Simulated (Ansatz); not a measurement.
**YLuAs2: how the settings move a single-point run**

How sensitive is a single-point run of YLuAs2 to its settings? A reference run comes first, then one run with altered input. The cell is built on a prototype (ordering on rocksalt) and needn't be the phase found in nature.

Method: reference: DFT, PBE, plane waves, PAW, in Ansatz 0.2.0.

1 further run of the same task is left out (for a known fault of the program).

### Step 1. The structure to begin with

The structure is tetragonal, space group P4/mmm (No. 123). Conventional cell: a = 4.069 Å, b = 4.069 Å, c = 5.749 Å, α = 90.00°, β = 90.00°, γ = 90.00°. Around Y (site symmetry 4/mmm) lie 6 As at 2.87 to 2.88 Å. Around As (site symmetry 4/mmm) lie 2 Y at 2.87 Å and 4 Lu at 2.88 Å. Around Lu (site symmetry 4/mmm) lie 6 As at 2.87 to 2.88 Å. As (site symmetry 4/mmm) is surrounded by 2 Lu at 2.87 Å and 4 Y at 2.88 Å.

Coordinates:

```xyz
4
Lattice="4.0693 0.0000 0.0000 0.0000 4.0693 0.0000 0.0000 0.0000 5.7491" Properties=species:S:1:pos:R:3 pbc="T T T"
Y     0.0000    0.0000    0.0000
As    0.0000    0.0000    2.8745
Lu    2.0346    2.0346    2.8745
As    2.0346    2.0346    0.0000
```

### Step 2. Baseline

input.yaml reads:

```yaml
crystal:
  lattice:
    - [4.0692512279, 0.0, 0.0]
    - [0.0, 4.0692512279, 0.0]
    - [0.0, 0.0, 5.7490900603]
  atoms:
    - { symbol: "Y", position: [0.0, 0.0, 0.0] }
    - { symbol: As, position: [0.0, 0.0, 0.5] }
    - { symbol: Lu, position: [0.5, 0.5, 0.5] }
    - { symbol: As, position: [0.5, 0.5, 0.0] }
kpoints:
  mp_grid: { grid: [4, 4, 4] }
hamiltonian:
  xc: pbe
scf:
  occupations: { method: fermi_dirac, width: 0.02 }
  n_extra_bands: 5
output:
  forces: true
  stress: true
  eigenvalues: true
```

Started as:

```console
$ ansatz run input.yaml --threads 4 --pin off --max-ram 3686MiB --backend cpu --events-out ev --progress --plain --runs-dir out
```

### Step 3. Changing settings: xc_grid 1

input.yaml, as its differences from that of step 2:

```diff
@@ -21 +21,3 @@
   eigenvalues: true
+basis:
+  xc_grid: 1
```

Before running it: what results should come out? Wanted: for each run, ending; energy change; pressure; gap; force.

The runs gave:

| run | ending | energy change | pressure (GPa) | gap (eV) | force (eV/Å) | cycles | time |
| --- | --- | --- | --- | --- | --- | --- | --- |
| reference | converged | 0 | 0.2 | 0.00 | 0.00 | 8 | 2.9 s |
| 1: xc_grid 1 | converged | 0.0 meV/atom | 0.2 | 0.00 | 0.00 | 8 | 3 s |

Residual by cycle in the longest SCF loop of each run; runs are numbered as in the table. The quantity is the density residual dr2, in eV.

| cycle | reference | run 1 |
| --- | --- | --- |
| 1 | 0.00275 | 0.00275 |
| 2 | 8.5e-4 | 8.5e-4 |
| 3 | 1.8e-4 | 1.8e-4 |
| 4 | 2.4e-5 | 2.4e-5 |
| 5 | 2.1e-6 | 2.1e-6 |
| 6 | 2.8e-7 | 2.8e-7 |
| 7 | 3.6e-8 | 3.6e-8 |
| 8 | 2.0e-9 | 2.0e-9 |

**Reading.** Changing the numerical grids leaves the energy as it was (0.0 meV/atom).
